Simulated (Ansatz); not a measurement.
# CH6BNSSi: a ladder of functionals and wavefunction methods

How much do the methods differ for CH6BNSSi? The plan is to run it at one geometry with functionals of several rungs and with coupled cluster, and see how far each lands from CCSD(T) at the basis-set limit for the atomisation energy.

Program: Ansatz 0.2.0, Gaussian basis. Level of theory: functionals in def2-TZVPP, the program's frozen cores in correlated methods. These are calculated values, not measurements.

Levels to be run: PBE-D4, r2SCAN-D4, PBE0-D4, B3LYP-D4, ωB97X-V, ωB97M-V, B2PLYP; CCSD(T)/def2-TZVPP; MP2/def2-QZVPP; extrapolation to the limit.

**1. The relaxed structure**

The geometry comes from an earlier relaxation with PBE0-D4 in a triple-zeta def2 set; it is a stationary point, not always the lowest conformer.

11 atoms, charge 0, spin multiplicity 1.

Atoms are counted from 1 here; the program's logs count them from 0.

Bond lengths: B1–C2 1.584 Å, B1–S5 2.035 Å, B1–H6 1.208 Å, B1–H7 1.205 Å, C2–N3 1.302 Å, C2–Si4 1.869 Å, N3–H8 1.009 Å, N3–H9 1.012 Å, Si4–S5 2.096 Å, Si4–H10 1.489 Å, Si4–H11 1.484 Å. Angles: C2–B1–S5 84.7°, C2–B1–H6 115.8°, C2–B1–H7 114.1°, S5–B1–H6 112.3°, S5–B1–H7 108.9°, H6–B1–H7 116.5°, B1–C2–N3 125.7°, B1–C2–Si4 98.3°, N3–C2–Si4 130.8°, C2–N3–H8 123.1°, C2–N3–H9 119.8°, H8–N3–H9 116.9°, C2–Si4–S5 76.4°, C2–Si4–H10 117.8°, C2–Si4–H11 112.4°, S5–Si4–H10 118.6°, S5–Si4–H11 118.3°, H10–Si4–H11 109.8° and more.

**2. PBE-D4 (GGA)**

File in.yaml:

```yaml
crystal:
  periodic: [false, false, false]
  atoms:
    - {symbol: B, position_ang: [0.539199, 1.075356, 0.747331]}
    - {symbol: C, position_ang: [-0.369079, -0.114731, 0.231274]}
    - {symbol: N, position_ang: [-1.666353, -0.087451, 0.118735]}
    - {symbol: Si, position_ang: [0.923820, -1.028759, -0.761507]}
    - {symbol: S, position_ang: [1.375837, 0.989263, -1.105794]}
    - {symbol: H, position_ang: [-0.028915, 2.122727, 0.944937]}
    - {symbol: H, position_ang: [1.364192, 0.748183, 1.562985]}
    - {symbol: H, position_ang: [-2.188938, -0.774554, -0.403443]}
    - {symbol: H, position_ang: [-2.187252, 0.692832, 0.497434]}
    - {symbol: H, position_ang: [0.461309, -1.860867, -1.906640]}
    - {symbol: H, position_ang: [1.841581, -1.819098, 0.095387]}
basis:
  gaussian: {orbitals: def2-TZVPP}
hamiltonian: {xc: pbe, dispersion: d4}
output: {forces: true, orbitals: {seedname: orbitals}}
```

On the command line:

```console
$ ansatz run in.yaml --threads 4 --pin off --events-out ev --progress --plain --max-ram 10444MiB
```

The runs that follow: r2SCAN-D4 (meta-GGA); PBE0-D4 (hybrid); B3LYP-D4 (hybrid); ωB97X-V (range-separated); ωB97M-V (range-separated); B2PLYP (double hybrid); CCSD(T) in def2-TZVPP; MP2 in def2-QZVPP.

Q: Predict the results of all the runs planned. Wanted: atomisation energy, CCSD(T)/CBS; farthest; mean size of error, hybrid; mean size of error, range-separated; gap, smallest and largest; T1 diagnostic; triples share of the correlation energy.

As calculated:

| quantity | value |
| --- | --- |
| atomisation energy, CCSD(T)/CBS | 39.908 eV |
| functionals within 0.200 eV (0.5 %) | none; nearest B3LYP-D4 (+0.275 eV) |
| farthest | PBE-D4 (+1.235 eV) |
| mean size of error, hybrid | 0.379 eV |
| mean size of error, range-separated | 0.415 eV |
| gap, smallest and largest | 2.96 eV (PBE-D4), 9.37 eV (ωB97X-V) |
| T1 diagnostic | 0.0168 |
| triples share of the correlation energy | 4.6 % |

PBE-D4 is off by +1.235 eV. Double hybrids carry the basis error of their MP2 part in triple zeta, and no dispersion term here, so their miss is partly the set-up's. The reference freezes the cores and leaves out relativity and excitations past (T), so misses under about 0.200 eV can't be ranked. Hartree-Fock recovers 71 % of the binding; the rest is correlation. The gap grows from 3.0 to 9.4 eV across the functionals, mostly with the share of exact exchange.
